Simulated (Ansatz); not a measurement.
# BiPbO2F, space group Cm: band-curvature effective masses by finite differences

Run with the Python package of Ansatz (0.2.0).

Script `mass.py`:
```python
"""Effective masses of BiPbO2F by finite differences."""

import warnings

import ansatz as az
import numpy as np


def main() -> None:
    warnings.simplefilter("ignore", az.DeckWarning)

    lattice = az.Lattice.of(
        (3.462275, -2.004276, 0.0),
        (3.462275, 2.004276, 0.0),
        (-0.11113, 0.0, 6.510673),
    )
    sites = [
        ("Bi", (0.701788, 0.701788, 0.291957)),
        ("Pb", (0.378059, 0.378059, 0.744991)),
        ("O", (0.370593, 0.370593, 0.381471)),
        ("O", (0.707939, 0.707939, 0.63236)),
        ("F", (0.033344, 0.033344, 0.098521)),
    ]
    system = az.Crystal(lattice=lattice)
    for symbol, position in sites:
        system = system.atom(symbol, position)

    job = (
        system.calculation()
        .functional("r2scan")
        .pseudopotentials("paw")
        .basis(21 * az.Ha)
        .kpoints(spacing=0.29)
        .occupations("fixed")
    )
    # step 1: where the edges lie on the mesh
    outcome = job.band_table().run(threads=1, backend="cpu")
    report = outcome.report
    levels = np.array(report["eigenvalues_ev"])
    filled = round(report["n_electrons"] / 2)
    edges = {"top filled band": (filled - 1, levels[:, filled - 1].argmax()), "lowest empty band": (filled, levels[:, filled].argmin())}
    gap = levels[:, filled].min() - levels[:, filled - 1].max()
    print(f"gap on the mesh {gap:.3f} eV")
    if gap <= 0.05:
        print("no gap: band-edge masses have no meaning here")
        edges = {}
    reciprocal = 2 * np.pi * np.linalg.inv(outcome.lattice.cell_ang).T
    step = 0.01  # 1/A

    # second differences give the curvature tensor; masses are hbar^2/m_e = 7.61996 eV A^2 over its eigenvalues
    pairs = [(0, 1), (0, 2), (1, 2)]
    moves = [sign * axis for axis in np.eye(3) for sign in (-1, 1)]
    moves += [s1 * np.eye(3)[i] + s2 * np.eye(3)[j] for i, j in pairs for s1 in (1, -1) for s2 in (1, -1)]
    for name, (band, index) in edges.items():
        together = int(np.sum(np.abs(levels[index] - levels[index, band]) < 2e-3))
        print(name, "at k =", np.round(report["kpoints_frac"][index], 4), f"E = {levels[index, band]:.4f} eV, degeneracy {together}")
        centre = np.array(report["kpoints_frac"][index]) @ reciprocal
        points = [centre] + [centre + step * move for move in moves]
        table = job.band_structure(points, intervals=1, cartesian=True).run(threads=1, backend="cpu").band_structure().channels[0].eigenvalues_ev
        if together > 1:
            level = np.flatnonzero(np.abs(levels[index] - levels[index, band]) < 2e-3)
            along = (table[1, level] + table[2, level] - 2 * table[0, level]) / step ** 2
            print("  degenerate level, no single mass tensor; masses of its branches along x:", np.round(7.61996 / along, 3), "m_e")
            continue
        e = table[:, band]
        hessian = np.diag((e[1:7:2] + e[2:7:2] - 2 * e[0]) / step ** 2)
        for (i, j), (pp, pm, mp, mm) in zip(pairs, e[7:].reshape(3, 4)):
            hessian[i, j] = hessian[j, i] = (pp - pm - mp + mm) / (4 * step ** 2)
        curvatures, axes = np.linalg.eigh(hessian)
        slope = (e[2:7:2] - e[1:7:2]) / (2 * step)
        print("  slope (eV A):", np.round(slope, 3) + 0.0, "" if np.abs(slope).max() < 0.05 else "- no extremum here, so these are local curvatures and no band-edge masses")
        for curvature, axis in zip(curvatures, axes.T):
            print(f"  principal mass {7.61996 / curvature:8.3f} m_e along", np.round(axis, 2) + 0.0)


if __name__ == "__main__":
    main()
```

```console
$ python mass.py
gap on the mesh 2.634 eV
top filled band at k = [0. 0. 0.] E = 7.2907 eV, degeneracy 1
  slope (eV A): [0. 0. 0.]
  principal mass   -1.373 m_e along [0.49 0.   0.87]
  principal mass   -1.468 m_e along [0. 1. 0.]
  principal mass   -1.528 m_e along [ 0.87  0.   -0.49]
lowest empty band at k = [ 0.4286  0.4286 -0.5   ] E = 9.9243 eV, degeneracy 1
  slope (eV A): [-1.111  0.     0.221] - no extremum here, so these are local curvatures and no band-edge masses
  principal mass    0.992 m_e along [0.99 0.   0.13]
  principal mass    0.403 m_e along [ 0.13  0.   -0.99]
  principal mass    0.378 m_e along [0. 1. 0.]
```

Notes:
- These settings explore the input space; cutoff and mesh may be short of convergence.
- Along an axis with an odd division the mesh misses the point at one half; a gap read on a finite mesh is an upper bound on this functional's gap.
- Spin-orbit coupling, left out here, can change this gap by several tenths of an eV, and inverted bands can meet off the mesh.
- The computed bands are complete only to about 5.7 eV above the Fermi level.
- This cell is a computed structure, which may not be the phase found in nature.
- Levels are Kohn-Sham eigenvalues on this mesh, without spin-orbit coupling.
- The masses are finite-difference curvatures at extrema found on a coarse mesh, which needn't be the true band edges; a step that is long against the gap makes them too heavy. At a valence maximum the curvature is negative (the hole mass is its size); mixed signs mark a saddle. Spin-orbit coupling is left out, and light masses scale with the Kohn-Sham gap.
- Wall time of the script: 2.1 min on 1 thread of Arm Neoverse V2, with other jobs on the host, peak memory 0.71 GiB.
